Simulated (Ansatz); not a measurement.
This script makes vertical spin-state energies of C2H7AlSSi, SMILES C=C[SiH2][S][AlH2] with Ansatz 0.2.0, Python API.

Script `spin.py`:
```python
import ansatz as az

molecule = (
    az.Crystal.molecule()
    .atom("C", [-1.2718, 1.2138, 1.1074])
    .atom("C", [-0.6327, 0.1164, 1.1196])
    .atom("Si", [1.1143, 0.0699, 0.5975])
    .atom("S", [1.4258, 0.7437, -1.4263])
    .atom("Al", [0.2891, -1.0956, -2.2761])
    .atom("H", [-2.363, 1.2827, 1.3947])
    .atom("H", [-0.8309, 2.19, 0.7804])
    .atom("H", [-1.0719, -0.782, 1.4335])
    .atom("H", [1.9246, 0.977, 1.53])
    .atom("H", [1.6665, -1.3004, 0.7717])
    .atom("H", [-1.312, -1.0771, -2.394])
    .atom("H", [1.1389, -2.3937, -2.6045])
)

calculation = (
    molecule.calculation()
    .basis(gaussian="def2-SVPD")
    .functional("hf")
)
found = {}
for unpaired in [0, 2]:
    summary = calculation.spin("collinear", total=unpaired).run(threads=1, pin="off").report
    s = unpaired / 2
    found[unpaired] = summary["free_energy_ev"]
    print(f"2S+1 = {unpaired + 1}: E = {found[unpaired]:.5f} eV, <S^2> = {abs(summary['mean_field']['state']['spin_squared']):.3f} (pure state {s * (s + 1):.2f})")
lowest = min(found, key=found.get)
for unpaired, e in found.items():
    print(f"multiplicity {unpaired + 1}: {96.485332 * (e - found[lowest]):.1f} kJ/mol above the lowest")
```

Which spin state is lowest at this geometry, and how far above lie the others?

In order: multiplicity 1 (+0.00 eV) and multiplicity 3 (+3.78 eV), all at the one geometry.

The output:

`python spin.py` gives:
```text
2S+1 = 1: E = -27425.55806 eV, <S^2> = 0.000 (pure state 0.00)
2S+1 = 3: E = -27421.77584 eV, <S^2> = 2.030 (pure state 2.00)
multiplicity 1: 0.0 kJ/mol above the lowest
multiplicity 3: 364.9 kJ/mol above the lowest
```

Caveats:
- Total energies depend on the basis set; only differences at equal settings carry meaning.
- The geometry is a force-field or estimated start, not a minimum of this method, and the basis set is short of its limit. All parts are taken at fixed geometry, without zero-point energy.
- Hartree-Fock leaves correlation out, so it favours high-spin states too much.
- Hardware and time: 65 s on 1 thread of Intel(R) Xeon(R) Processor @ 2.30GHz, with other jobs on the host, peak memory 0.98 GiB.
